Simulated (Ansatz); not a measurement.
CH2BN, SMILES B1C=N1: an atomisation energy, run with the Ansatz DFT code, driven from Python.

`ch2bn_tae.py`
```python
from collections import Counter

import ansatz as az

BASIS_SET = 'def2-SVP'
METHOD = 'CCSD(T)'


def energy(molecule, charge=0, unpaired=0):
    calc = molecule.calculation().basis(gaussian=BASIS_SET).correlation(METHOD)
    if charge:
        calc = calc.charge(charge)
    if unpaired:
        calc = calc.spin('collinear', total=unpaired)
    return calc.run(threads=1).report['free_energy_ev']

GEOMETRY = '''
B    -0.61110   -0.23040   -0.23670
C     0.64610    0.20840    0.23930
N     0.30110   -1.11040    0.22700
H    -1.65020    0.06440   -0.70370
H     1.36400    0.99430    0.43270
'''

geometry = az.Crystal.molecule()
for line in GEOMETRY.strip().splitlines():
    symbol, *xyz = line.split()
    geometry = geometry.atom(symbol, [float(v) for v in xyz])

unpaired = {'B': 1, 'C': 2, 'N': 3, 'H': 1}
counts = Counter(site.symbol for site in geometry.cartesian_sites)
atom_energy = {s: energy(az.Crystal.molecule().atom(s, (0, 0, 0)), 0, unpaired[s]) for s in counts}
whole = energy(geometry, 0, 0)
for s, e in atom_energy.items():
    print(f'{s:2s} x{counts[s]}  {e:14.5f} eV')
print(f'CH2BN: {whole:.5f} eV')
split = sum(counts[s] * e for s, e in atom_energy.items()) - whole
print(f'atomisation energy (no zero-point term): {split:.3f} eV, {split / sum(counts.values()):.3f} eV an atom')
```

What does it cost to take this molecule apart into atoms?

19.155 eV from the electronic energies, without the zero-point term.

What the script printed:

```console
$ python ch2bn_tae.py
B  x1      -668.26546 eV
C  x1     -1026.28847 eV
N  x1     -1480.89037 eV
H  x2       -13.58606 eV
CH2BN: -3221.77168 eV
atomisation energy (no zero-point term): 19.155 eV, 3.831 eV an atom
```

What to keep in mind:
- Total energies depend on the basis set; only differences at equal settings carry meaning.
- The geometry is a force-field or estimated start, not a minimum of this method, and the basis set is short of its limit. All parts are taken at fixed geometry, without zero-point energy.
- In double-zeta sets correlated atomisation energies come out some 10 to 15 % low.
- It ran for 1.7 s on 1 thread of Intel(R) Xeon(R) 6975P-C (Granite Rapids) (shared host), peak memory 0.19 GiB.

(Lines on the test bed's own set-up are left out of the output.)
